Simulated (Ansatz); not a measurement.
# In2TeO2: the cost of one run

Method: DFT PBE, scalar-relativistic, plane waves, PAW, in Ansatz 0.2.0.

2 further runs of the same task are left out: 1 that didn't finish, 1 set aside as unsound or not needed.

## Step 1: The system as given

The structure is tetragonal, space group P4/mmm (No. 123). Conventional cell: a = 4.840 Å, b = 4.840 Å, c = 4.849 Å, α = 90.00°, β = 90.00°, γ = 90.00°. In (site symmetry 4/mmm) is surrounded by 2 In at 2.42 Å. Around Te (site symmetry 4/mmm) lie 2 O at 1.70 Å. O (site symmetry 4mm) is surrounded by 1 O at 1.45 Å and 1 Te at 1.70 Å.

As a file:

```cif
data_structure
_symmetry_space_group_name_H-M 'P4/mmm'
_symmetry_Int_Tables_number 123
_cell_length_a 4.8402
_cell_length_b 4.8402
_cell_length_c 4.8489
_cell_angle_alpha 90.000
_cell_angle_beta 90.000
_cell_angle_gamma 90.000
_cell_volume 113.60
loop_
_atom_site_label
_atom_site_type_symbol
_atom_site_symmetry_multiplicity
_atom_site_Wyckoff_symbol
_atom_site_fract_x
_atom_site_fract_y
_atom_site_fract_z
_atom_site_occupancy
In1 In 1 b 0.00000 0.00000 0.50000 1
In2 In 1 a 0.00000 0.00000 0.00000 1
Te1 Te 1 d 0.50000 0.50000 0.50000 1
O1 O 2 h 0.50000 0.50000 0.85081 1
```

Recipe of the guess: random cell by space group and Wyckoff sites (P4/mmm, No. 123). Lengths come from tabulated atomic sizes and are only a guess.

## Step 2: Probe: one point on a coarse mesh

Input file input.yaml:

```yaml
crystal:
  lattice:
    - [4.84021891, 0.0, 0.0]
    - [0.0, 4.84021891, 0.0]
    - [0.0, 0.0, 4.84887684]
  atoms:
    - { symbol: In, position: [0.0, 0.0, 0.5] }
    - { symbol: In, position: [0.0, 0.0, 0.0] }
    - { symbol: Te, position: [0.5, 0.5, 0.5] }
    - { symbol: O, position: [0.5, 0.5, 0.85080788] }
    - { symbol: O, position: [0.5, 0.5, 0.14919212] }
basis:
  ecutwfc: 420
kpoints:
  mp_grid: { grid: [4, 4, 4] }
hamiltonian:
  xc: pbe
scf:
  occupations: { method: gaussian, width: 0.1 }
  lower_state_search: "off"
output:
  forces: true
  stress: true
  eigenvalues: true
```

Launch:

```bash
ansatz run input.yaml --threads 1 --pin off --max-ram 2560MiB --backend cpu --events-out ev --progress --plain --runs-dir out
```

Q: Estimate wall time and peak memory on 1 thread of Intel Xeon at 2.50GHz (Skylake/Cascade Lake), shared host.

About 9 s, with a peak of 0.42 GiB.
